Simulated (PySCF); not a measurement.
# OMgFH in PySCF: settings compared

One molecule, OMgFH, is run at these levels: HF, PBE; tasks: MP2 correlation energy, RPA correlation energy.

Program: PySCF 2.14.0. These are calculated values, not measurements. Logs are shortened: lines on timing, memory, paths and dates and some standing lists are left out, and cuts for length are marked.

## (1) The molecule as given

The cell holds a molecule in a box, 4 atoms: a = 10.000 Å, b = 14.000 Å, c = 10.000 Å, α = 90.00°, β = 90.00°, γ = 90.00°.

## (2) MP2 correlation energy, HF

run.py reads:

```python
import json
import numpy as np
from pyscf.pbc import gto, scf, dft, df

cell = gto.Cell()
cell.basis = 'cc-pvdz'
cell.fromfile('MgHOF.xyz')
cell.exp_to_discard = 0
cell.precision = 1e-08
cell.max_memory = 2520  # MB
cell.verbose = 4
cell.build()

res = {}
kpts = cell.make_kpts([1, 1, 1])
mf = scf.KRHF(cell, kpts, exxdiv='ewald')
mf = mf.density_fit()
mf.with_df._cderi = 'cderi.h5'  # three-centre integrals saved by an earlier run on this cell, basis and mesh
mf.conv_tol = 1e-08
mf.max_cycle = 60

mf.kernel()
res.update(converged=bool(mf.converged), e_tot=mf.e_tot, nelec=cell.nelectron, nao=cell.nao, mesh=list(map(int, cell.mesh)), a=cell.lattice_vectors().tolist(), coords=cell.atom_coords().tolist(),
           mo_energy=[np.real(x).tolist() for x in mf.mo_energy], mo_occ=[np.real(x).tolist() for x in mf.mo_occ])
import h5py
print('fit functions by k pair:', sorted({v['0'].shape[0] for v in h5py.File(mf.with_df._cderi)['j3c'].values()}))
res.update(kpts=cell.get_scaled_kpts(kpts).tolist())
res['parts'] = {k: float(np.real(v)) for k, v in mf.scf_summary.items() if np.isscalar(v)}
json.dump(res, open('results.json', 'w'))
if not mf.converged:
    raise SystemExit('SCF not converged')

print('levels (eV)')
for i, kp in enumerate(res['kpts'][:40]):
    print('k %7.4f %7.4f %7.4f  ' % tuple(kp), ' '.join('%.3f' % (x * 27.211386) for x in res['mo_energy'][i][:20]))

# Mulliken populations
dm, s = np.asarray(mf.make_rdm1()), np.asarray(mf.get_ovlp())
sites = cell.aoslice_by_atom()[:, 2:]
tot = np.einsum('kij,kji->i', dm, s).real / len(kpts)
res['mulliken'] = [cell.atom_charge(i) - tot[a0:a1].sum() for i, (a0, a1) in enumerate(sites)]
print('Mulliken charges', np.round(res['mulliken'], 5))

from pyscf.pbc import mp
pt = mp.KMP2(mf, frozen=3)
pt.kernel(with_t2=False)
res.update(e_corr=pt.e_corr, e_ss=getattr(pt, 'e_corr_ss', None), e_os=getattr(pt, 'e_corr_os', None))
res['done'] = True
json.dump(res, open('results.json', 'w'))
```

MgHOF.xyz reads:

```xyz
4
Lattice="10.0000000000 0.0000000000 0.0000000000 0.0000000000 14.0000000000 0.0000000000 0.0000000000 0.0000000000 10.0000000000" Properties=species:S:1:pos:R:3 pbc="T T T"
O      4.9381000000      8.2869500000      4.7609000000
Mg     4.9310000000      6.5601499600      5.0660000000
F      4.8792000000      4.8322499400      5.3437000000
H      5.1468000000      9.2097500600      4.7243000000
```

Potentials or basis: cc-pvdz (all-electron).

The run is started by

```
$ OMP_NUM_THREADS=2 python -u run.py > log
```

Output:

```text
Discarded 0 diffused primitive functions, 0 contracted functions

******** <class 'pyscf.pbc.scf.khf.KRHF'> ********
method = KRHF
initial guess = minao
damping factor = 0
level_shift factor = 0
DIIS = <class 'pyscf.scf.diis.CDIIS'>
diis_start_cycle = 1
diis_space = 8
diis_damp = 0
SCF conv_tol = 1e-08
SCF conv_tol_grad = None
SCF max_cycles = 60
direct_scf = True
direct_scf_tol = 1e-13

******** PBC SCF flags ********
N kpts = 1
Exchange divergence treatment (exxdiv) = ewald
    madelung (= occupied orbital energy shift) = 0.12874646207724855
    Total energy shift due to Ewald probe charge = -1/2 * Nelec*madelung = -1.93119693116
DF object = <pyscf.pbc.df.df.GDF object>
Set gradient conv threshold to 0.0001

******** <class 'pyscf.pbc.df.rsdf_builder._RSNucBuilder'> ********
mesh = [37 51 37] (69819 PWs)
ke_cutoff = 17.62608876862629
omega = 0.5276831102675794
exclude_d_aux = False
exclude_dd_block = True
j2c_eig_always = False
has_long_range = True
init E= -374.458475142567
  HOMO = -0.480082492373  LUMO = -0.108128200615  gap/eV = 10.12139
cycle= 1 E= -374.491922821748  delta_E= -0.0334  |g|= 0.787  |ddm|= 1.63
  HOMO = -0.327505740689  LUMO = 0.0503999210388  gap/eV = 10.28334
cycle= 2 E= -374.563064589789  delta_E= -0.0711  |g|= 0.533  |ddm|= 0.722
  HOMO = -0.445546093406  LUMO = 0.0452431062721  gap/eV = 13.35505
cycle= 3 E= -374.610018438716  delta_E= -0.047  |g|= 0.026  |ddm|= 0.27
  HOMO = -0.439835460676  LUMO = 0.0467483062335  gap/eV = 13.24062
cycle= 4 E= -374.61042726787  delta_E= -0.000409  |g|= 0.00709  |ddm|= 0.0355
  HOMO = -0.441047378066  LUMO = 0.0468323567711  gap/eV = 13.27588
cycle= 5 E= -374.610454473004  delta_E= -2.72e-05  |g|= 0.00269  |ddm|= 0.00938
  HOMO = -0.440348123087  LUMO = 0.0467838647043  gap/eV = 13.25554
cycle= 6 E= -374.610457646993  delta_E= -3.17e-06  |g|= 0.0011  |ddm|= 0.00333
  HOMO = -0.440510811252  LUMO = 0.0467224435222  gap/eV = 13.25829
cycle= 7 E= -374.61045818914  delta_E= -5.42e-07  |g|= 0.000185  |ddm|= 0.00165
  HOMO = -0.440495492833  LUMO = 0.0467198621723  gap/eV = 13.25781
cycle= 8 E= -374.610458213078  delta_E= -2.39e-08  |g|= 3.4e-05  |ddm|= 0.000389
  HOMO = -0.440492567924  LUMO = 0.046719366055  gap/eV = 13.25771
cycle= 9 E= -374.610458213996  delta_E= -9.18e-10  |g|= 8.99e-06  |ddm|= 7.2e-05
  HOMO = -0.440490821898  LUMO = 0.0467196620827  gap/eV = 13.25767
Extra cycle  E= -374.610458214058  delta_E= -6.17e-11  |g|= 4.15e-06  |ddm|= 1.37e-05
converged SCF energy = -374.610458214058
fit functions by k pair: [349]
levels (eV)
k  0.0000  0.0000  0.0000   -1334.167 -712.359 -557.436 -102.662 -62.443 -62.440 -62.427 -39.322 -33.627 -16.979 -15.197 -14.590 -14.589 -12.017 -11.986 1.271 2.641 2.653 4.127 7.184
Mulliken charges [-0.70728  1.15563 -0.61174  0.16339]

******** <class 'pyscf.pbc.mp.kmp2.KMP2'> ********
nkpts = 1
nocc = 12
nmo = 48
with_df_ints = True
frozen orbitals = 3
E(KMP2) = -375.025433251327  E_corr = -0.414975037269016
E(SCS-KMP2) = -375.011197844583  E_corr = -0.400739630525512
E_corr(same-spin) = -0.112188939458432
E_corr(oppo-spin) = -0.302786097810584
```

It took 9.1 s on 2 threads of Intel Xeon at 2.50GHz (Skylake/Cascade Lake), shared host; peak memory 1.5 GiB.

Results:

| Property | Result |
| --- | --- |
| Free energy | -10193.6699 eV |
| Gap between the frontier levels | 13.26 eV |
| Mulliken charges | O -0.71; Mg +1.16; F -0.61; H +0.16 e |
| MP2 correlation energy per cell | -11.292 eV |

Caveat: the basis is small and the box finite, so much correlation energy is missing and levels can be off by tenths of an eV; Mulliken charges move with the basis; this is a molecule in a periodic box at the Γ point, so its band gap is the HOMO-LUMO gap; total energy, band gap and charges are those of the mean-field reference; the basis of atomic orbitals isn't converged, which shifts pressures, moduli and gaps.

## (3) RPA correlation energy, PBE

run.py, as its differences from that of step 2:

```diff
@@ -15,3 +15,3 @@
 kpts = cell.make_kpts([1, 1, 1])
-mf = scf.KRHF(cell, kpts, exxdiv='ewald')
+mf = dft.KRKS(cell, kpts, xc='pbe')
 mf = mf.density_fit()
@@ -43,6 +43,9 @@
 
-from pyscf.pbc import mp
-pt = mp.KMP2(mf, frozen=3)
-pt.kernel(with_t2=False)
-res.update(e_corr=pt.e_corr, e_ss=getattr(pt, 'e_corr_ss', None), e_os=getattr(pt, 'e_corr_os', None))
+from pyscf.pbc.gw.krpa import KRPA
+rpa = KRPA(mf, frozen=3)
+rpa.kernel()
+res.update(e_corr=rpa.e_corr, e_hf=rpa.e_hf, e_rpa=rpa.e_tot)
+rpa.fc = True  # again, with the correction for q -> 0
+rpa.kernel()
+res['e_corr_fc'] = rpa.e_corr
 res['done'] = True
```

MgHOF.xyz is that of step 2.

Potentials or basis: cc-pvdz (all-electron).

The run is started by

```
$ OMP_NUM_THREADS=2 python -u run.py > log
```

Output:

```text
Discarded 0 diffused primitive functions, 0 contracted functions

******** <class 'pyscf.pbc.dft.krks.KRKS'> ********
method = KRKS
initial guess = minao
damping factor = 0
level_shift factor = 0
DIIS = <class 'pyscf.scf.diis.CDIIS'>
diis_start_cycle = 1
diis_space = 8
diis_damp = 0
SCF conv_tol = 1e-08
SCF conv_tol_grad = None
SCF max_cycles = 60
direct_scf = True
direct_scf_tol = 1e-13

******** PBC SCF flags ********
N kpts = 1
Exchange divergence treatment (exxdiv) = ewald
    madelung (= occupied orbital energy shift) = 0.12874646207724855
    Total energy shift due to Ewald probe charge = -1/2 * Nelec*madelung = -1.93119693116
DF object = <pyscf.pbc.df.df.GDF object>
XC functionals = pbe
small_rho_cutoff = 0
radial grids:
    Treutler-Ahlrichs [JCP 102, 346 (1995); DOI:10.1063/1.469408] (M4) radial grids

[... 33 lines left out ...]
cycle= 5 E= -375.544875881335  delta_E= -0.0442  |g|= 0.0461  |ddm|= 0.274
  HOMO = -0.212714173621  LUMO = -0.0636483100018  gap/eV = 4.05629
nelec by numeric integration = 29.999996191704597
cycle= 6 E= -375.545332909753  delta_E= -0.000457  |g|= 0.0153  |ddm|= 0.0377
  HOMO = -0.215387373961  LUMO = -0.0640255810447  gap/eV = 4.11876
nelec by numeric integration = 29.999996236109805
cycle= 7 E= -375.545381684352  delta_E= -4.88e-05  |g|= 0.00173  |ddm|= 0.00955
  HOMO = -0.21546523345  LUMO = -0.0640232224886  gap/eV = 4.12095
nelec by numeric integration = 29.99999623891716
cycle= 8 E= -375.545382244316  delta_E= -5.6e-07  |g|= 0.000265  |ddm|= 0.00103
  HOMO = -0.215500370595  LUMO = -0.0640163332307  gap/eV = 4.12209
nelec by numeric integration = 29.999996239343098
cycle= 9 E= -375.545382260409  delta_E= -1.61e-08  |g|= 1.41e-05  |ddm|= 0.000189
  HOMO = -0.215502011903  LUMO = -0.0640165394964  gap/eV = 4.12213
nelec by numeric integration = 29.999996239351862
cycle= 10 E= -375.545382260446  delta_E= -3.71e-11  |g|= 3.21e-06  |ddm|= 1.28e-05
  HOMO = -0.215500780201  LUMO = -0.0640166746401  gap/eV = 4.12209
nelec by numeric integration = 29.999996239333058
Extra cycle  E= -375.545382260438  delta_E= 8.87e-12  |g|= 7.42e-06  |ddm|= 6.66e-06
converged SCF energy = -375.545382260438
fit functions by k pair: [349]
levels (eV)
k  0.0000  0.0000  0.0000   -1257.673 -657.673 -508.848 -79.739 -46.919 -46.916 -46.746 -25.997 -22.433 -10.741 -7.901 -7.232 -7.231 -5.895 -5.864 -1.742 0.382 0.398 1.443 3.551
Mulliken charges [-0.48606  0.78083 -0.42454  0.12977]

******** <class 'pyscf.pbc.gw.krpa.KRPA'> ********
method = KRPA
RPA nocc = 12, nvir = 36, nkpts = 1
frozen orbitals = 3
grid type = legendre
outcore mode = False
RPA finite size corrections = False
ACFD exchange energy = False

******** <class 'pyscf.pbc.gw.krpa.KRPA'> ********
method = KRPA
RPA nocc = 12, nvir = 36, nkpts = 1
frozen orbitals = 3
grid type = legendre
outcore mode = False
RPA finite size corrections = True
ACFD exchange energy = False
```

Wall time 39 s (2 threads of Intel Xeon at 2.50GHz (Skylake/Cascade Lake), shared host); peak memory 1.6 GiB.

What came out:

- Free energy: -10219.1104 eV
- Gap between the frontier levels, mean-field level: 4.12 eV
- Mulliken charges: O -0.49; Mg +0.78; F -0.42; H +0.13 e
- RPA correlation energy: -4.129 eV/atom
- RPA correlation energy per cell: -16.515 eV

Levels at points of the mesh, in eV from the valence-band top:
```csv
k point,band 10,band 11,band 12,band 13,band 14,band 15,band 16,band 17,band 18,band 19
"(0.00, 0.00, 0.00)",-4.88,-2.04,-1.37,-1.37,-0.03,0.00,4.12,6.25,6.26,7.31
```

Caveat: the basis is small and the box finite, so much correlation energy is missing and levels can be off by tenths of an eV; Mulliken charges move with the basis; this is a molecule in a periodic box at the Γ point, so its band gap is the HOMO-LUMO gap; total energy, band gap and charges are those of the mean-field reference; the basis of atomic orbitals isn't converged, which shifts pressures, moduli and gaps.
